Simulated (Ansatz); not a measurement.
Below is the output of a Python script on Ansatz's Python interface that makes a geometry optimisation of BrClSn, SMILES [Cl][Sn][Br]. Write a script that gives it. Use: Hartree-Fock, def2-SVP basis, multiplicity 1.

```yaml
atoms:
  - { symbol: Cl, position_ang: [0.5411, 1.8383, 0.4872] }
  - { symbol: Sn, position_ang: [-0.8300, 0.1539, -0.4346] }
  - { symbol: Br, position_ang: [0.2780, -2.0570, -0.0658] }
```

Running `python opt.py` prints:
```text
step   1  E = -88298.698840 eV  largest force component 1.0060 eV/A
step   2  E = -88298.737602 eV  largest force component 0.8820 eV/A
step   3  E = -88298.782852 eV  largest force component 0.0950 eV/A
step   4  E = -88298.783747 eV  largest force component 0.0098 eV/A
step   5  E = -88298.783756 eV  largest force component 0.0004 eV/A
E = -88298.783756 eV = -3244.9204519 Ha
converged: True  doubts: none
pair        before    after (A)
Cl0-Sn1      2.3594   2.3892
Sn1-Br2      2.5004   2.5483
final angle Cl0-Sn1-Br2: 98.95 deg
dipole (D): -3.213 0.643 -1.677, length 3.681
atom  Mulliken   Lowdin
Cl      -0.430   -0.097
Sn       0.868    0.215
Br      -0.438   -0.118
```

One script that gives this output:

Script `opt.py`:
```python
'''Minimum-energy structure of BrClSn.'''

import itertools
import warnings

import ansatz as az
from ase.data import atomic_numbers, covalent_radii
import numpy as np

warnings.simplefilter('ignore', az.DeckWarning)

geometry_ang = [
    ('Cl', (0.5411, 1.8383, 0.4872)),
    ('Sn', (-0.83, 0.1539, -0.4346)),
    ('Br', (0.278, -2.057, -0.0658)),
]
geometry = az.Crystal.molecule()
for symbol, xyz in geometry_ang:
    geometry = geometry.atom(symbol, xyz)

setup = geometry.calculation().basis(gaussian='def2-SVP').functional('hf')
symbols = [site.symbol for site in geometry.cartesian_sites]
start = np.array([site.position_ang for site in geometry.cartesian_sites], dtype=float)
def progress(event):
    if event['event'] == 'relax_step':
        row = event['data']
        print(f'step {row["step"]:3d}  E = {row["lagrangian_ev"]:.6f} eV  largest force component {row["allowed_force_max_ev_ang"]:.4f} eV/A')


report = setup.relax(force_tolerance=0.005, max_steps=100).session().plan().execute(on_event=progress).report
end = np.array(report['positions_ang'])

print(f'E = {report["free_energy_ev"]:.6f} eV = {report["free_energy_ev"] / 27.211386246:.7f} Ha')
print('converged:', report['converged'], ' doubts:', report['published_state_doubts'] or 'none')

# pairs closer than 1.2 times the sum of covalent radii, before or after
radius = [covalent_radii[atomic_numbers[s]] for s in symbols]
span = lambda where, i, j: np.linalg.norm(where[i] - where[j])
bonded = [(i, j) for i, j in itertools.combinations(range(len(symbols)), 2) if min(span(start, i, j), span(end, i, j)) < 1.2 * (radius[i] + radius[j])]
print('pair        before    after (A)')
for i, j in bonded:
    print(f'{symbols[i]}{i}-{symbols[j]}{j}'.ljust(10), f'{span(start, i, j):8.4f} {span(end, i, j):8.4f}')
for first, second in list(itertools.combinations(bonded, 2)):
    shared = set(first) & set(second)
    if shared and symbols[(j := shared.pop())] != 'H':
        i, k = sorted((set(first) | set(second)) - {j})
        u, v = end[i] - end[j], end[k] - end[j]
        angle = np.degrees(np.arccos(np.clip(u @ v / np.linalg.norm(u) / np.linalg.norm(v), -1, 1)))
        print(f'final angle {symbols[i]}{i}-{symbols[j]}{j}-{symbols[k]}{k}: {angle:.2f} deg')

charges = report['charge_distribution']
dipole = np.array(charges['dipole_moment_e_ang']) * 4.803205
print('dipole (D): {:.3f} {:.3f} {:.3f}, length {:.3f}'.format(*dipole, np.linalg.norm(dipole)))
print('atom  Mulliken   Lowdin')
for symbol, m, l in zip(symbols, charges['mulliken_charges_e'], charges['lowdin_charges_e']):
    print(f'{symbol:4s} {m:9.3f} {l:8.3f}')
with open('brclsn_opt.xyz', 'w') as handle:
    handle.write(f'{len(symbols)}\nrelaxed BrClSn\n')
    handle.writelines(f'{s:2s} {x:11.6f} {y:11.6f} {z:11.6f}\n' for s, (x, y, z) in zip(symbols, end))
```

Caveats:
- Total energies depend on the basis set; only differences at equal settings carry meaning.
- The end point is the stationary point reached from this start; no frequency run checks that it is a minimum, and the basis set is modest.
- def2 sets replace the cores of elements past krypton by effective core potentials.
- The Löwdin charges here are taken after orthogonalising the functions within each atom; they differ from plain Löwdin charges, and their signs can be unphysical.
- It ran for 11 s on 1 thread of Arm Neoverse V1, with other jobs on the host, peak memory 0.23 GiB.
